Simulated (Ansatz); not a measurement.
# K2MoCl6 (database structure): how the settings move a single-point run

How sensitive is a single-point run of K2MoCl6 (database structure) to its settings? A reference run comes first, then four runs with altered input.

Program: Ansatz 0.2.0. Level of theory: reference: DFT PBEsol, plane waves, PAW, scalar-relativistic, no spin polarisation. These are calculated values, not measurements.

**1. The structure to begin with**

The structure is cubic, space group Fm-3m (No. 225). The conventional cell has a = 9.857 Å, b = 9.857 Å, c = 9.857 Å, α = 90.00°, β = 90.00°, γ = 90.00°. Mo (site symmetry m-3m) is surrounded by 6 Cl at 2.32 Å. Cl (site symmetry 4mm) has 1 Mo at 2.32 Å as nearest neighbours. Around K (site symmetry -43m) lie 12 Cl at 3.49 Å.

As a file:

```
Mo Cl K
1.0
     0.00000    4.92836    4.92836
     4.92836    0.00000    4.92836
     4.92836    4.92836    0.00000
Mo Cl K
1 6 2
Direct
  0.00000 0.00000 0.00000
  0.76500 0.23500 0.23500
  0.23500 0.76500 0.23500
  0.23500 0.76500 0.76500
  0.76500 0.23500 0.76500
  0.23500 0.23500 0.76500
  0.76500 0.76500 0.23500
  0.25000 0.25000 0.25000
  0.75000 0.75000 0.75000
```

**2. Baseline**

The input, input.yaml:

```yaml
crystal:
  lattice:
    - [0.0, 4.928356, 4.928356]
    - [4.928356, 0.0, 4.928356]
    - [4.928356, 4.928356, 0.0]
  atoms:
    - { symbol: Mo, position: [0.0, 0.0, 0.0] }
    - { symbol: Cl, position: [0.765, 0.235, 0.235] }
    - { symbol: Cl, position: [0.235, 0.765, 0.235] }
    - { symbol: Cl, position: [0.235, 0.765, 0.765] }
    - { symbol: Cl, position: [0.765, 0.235, 0.765] }
    - { symbol: Cl, position: [0.235, 0.235, 0.765] }
    - { symbol: Cl, position: [0.765, 0.765, 0.235] }
    - { symbol: K, position: [0.25, 0.25, 0.25] }
    - { symbol: K, position: [0.75, 0.75, 0.75] }
  symmetry: { tolerance: 0.0003 }
kpoints:
  mp_grid: { grid: [3, 3, 3], shift: [0, 0, 0] }
magnetization:
  spin_polarized: false
scf:
  occupations: { method: fermi_dirac, width: 0.0111 }
hamiltonian:
  pseudopotentials: { kind: paw }
  xc: pbesol
basis:
  ecutwfc: 420
output:
  forces: true
  stress: true
  eigenvalues: true
```

Launch:

```
> ansatz run input.yaml --threads 1 --pin off --max-ram 2560MiB --backend cpu --events-out ev --progress --plain --runs-dir out
```

**3. Changing settings: starting moments, spin_polarized true**

The input, input.yaml:

```yaml
crystal:
  lattice:
    - [0.0, 4.928356, 4.928356]
    - [4.928356, 0.0, 4.928356]
    - [4.928356, 4.928356, 0.0]
  atoms:
    - { symbol: Mo, position: [0.0, 0.0, 0.0], spin: -4.0 }
    - { symbol: Cl, position: [0.765, 0.235, 0.235], spin: 2.0 }
    - { symbol: Cl, position: [0.235, 0.765, 0.235], spin: 0.5 }
    - { symbol: Cl, position: [0.235, 0.765, 0.765], spin: -1.0 }
    - { symbol: Cl, position: [0.765, 0.235, 0.765], spin: 1.0 }
    - { symbol: Cl, position: [0.235, 0.235, 0.765], spin: 0.5 }
    - { symbol: Cl, position: [0.765, 0.765, 0.235], spin: -1.0 }
    - { symbol: K, position: [0.25, 0.25, 0.25], spin: 1.0 }
    - { symbol: K, position: [0.75, 0.75, 0.75], spin: 1.0 }
  symmetry: { tolerance: 0.0003 }
kpoints:
  mp_grid: { grid: [3, 3, 3], shift: [0, 0, 0] }
magnetization:
  spin_polarized: true
scf:
  occupations: { method: fermi_dirac, width: 0.0111 }
hamiltonian:
  pseudopotentials: { kind: paw }
  xc: pbesol
basis:
  ecutwfc: 420
output:
  forces: true
  stress: true
  eigenvalues: true
```

**4. Changed: ecutwfc 29.4 Ry**

input.yaml, as its differences from that of step 2:

```diff
@@ -26,3 +26,3 @@
 basis:
-  ecutwfc: 420
+  ecutwfc: "29.4 Ry"
 output:
```

**5. Changed: dr2_threshold 1.0e-11**

input.yaml, as its differences from that of step 2:

```diff
@@ -22,2 +22,3 @@
   occupations: { method: fermi_dirac, width: 0.0111 }
+  convergence: { dr2_threshold: 1.0e-11 }
 hamiltonian:
```

**6. The same system, input altered**

input.yaml, as its differences from that of step 2:

```diff
@@ -23,6 +23,6 @@
 hamiltonian:
-  pseudopotentials: { kind: paw }
+  pseudopotentials: { kind: paw, source: jth }
   xc: pbesol
 basis:
-  ecutwfc: 420
+  ecutwfc: "350 eV"
 output:
```

(Steps that only read results are left out.)

Before running it: what results should come out? Wanted: for each run, ending; energy change; pressure; gap; abs. moment; force.

The runs gave:

| run | ending | energy change | pressure (GPa) | gap (eV) | abs. moment (μB) | force (eV/Å) | cycles | time |
| --- | --- | --- | --- | --- | --- | --- | --- | --- |
| reference | converged | 0 | 1.2 | 0.00 | 0.00 | 0.72 | 9 | 4.1 s |
| 1: starting moments, spin_polarized true | converged | -40.6 meV/atom | 1.9 | - | 2.17 | 0.85 | 11 | 49 s |
| 2: ecutwfc 29.4 Ry | converged | 0.0 meV/atom | 1.2 | 0.00 | 0.00 | 0.72 | 9 | 3.9 s |
| 3: dr2_threshold 1.0e-11 | converged | 0.0 meV/atom | 1.2 | 0.00 | 0.00 | 0.72 | 12 | 5 s |
| 4: pseudopotentials.source jth, ecutwfc 350 eV | refused | - | - | - | - | - | - | 0.05 s |

Residual by cycle in the longest SCF loop of each run; runs are numbered as in the table. The quantity is the density residual dr2, in eV.

| cycle | reference | run 1 | run 2 | run 3 |
| --- | --- | --- | --- | --- |
| 1 | 0.0567 | 9.07 | 0.0567 | 0.0567 |
| 2 | 0.00832 | 4.04 | 0.00834 | 0.00832 |
| 3 | 0.00461 | 0.262 | 0.00459 | 0.00461 |
| 4 | 0.00258 | 0.0406 | 0.00258 | 0.00258 |
| 5 | 0.00147 | 0.00389 | 0.00147 | 0.00147 |
| 6 | 4.8e-4 | 1.6e-4 | 4.8e-4 | 4.8e-4 |
| 7 | 2.0e-5 | 2.3e-5 | 2.0e-5 | 2.0e-5 |
| 8 | 8.1e-7 | 2.2e-6 | 8.3e-7 | 8.1e-7 |
| 9 | 2.7e-8 | 3.6e-7 | 2.7e-8 | 2.8e-8 |
| 10 | - | 4.2e-8 | - | 6.1e-10 |
| 11 | - | 1.1e-8 | - | 4.1e-11 |
| 12 | - | - | - | 2.2e-12 |

What this shows: Of the converged runs whose energies compare with the reference's, «starting moments, spin_polarized true» moves the energy most (-40.6 meV/atom). Run 2 ran under the cutoff that the potentials recommend, as the log warns, so basis error is mixed into its values. Of the variants the dearest is «starting moments, spin_polarized true» (49 s), the cheapest «ecutwfc 29.4 Ry» (3.9 s), on a shared host. 1 of the 4 altered inputs did not end normally.

Caveats on the reference run: it is run without spin, though an odd electron count or open d shells could carry moments; its mesh is coarse for a cell with so small a gap or none.
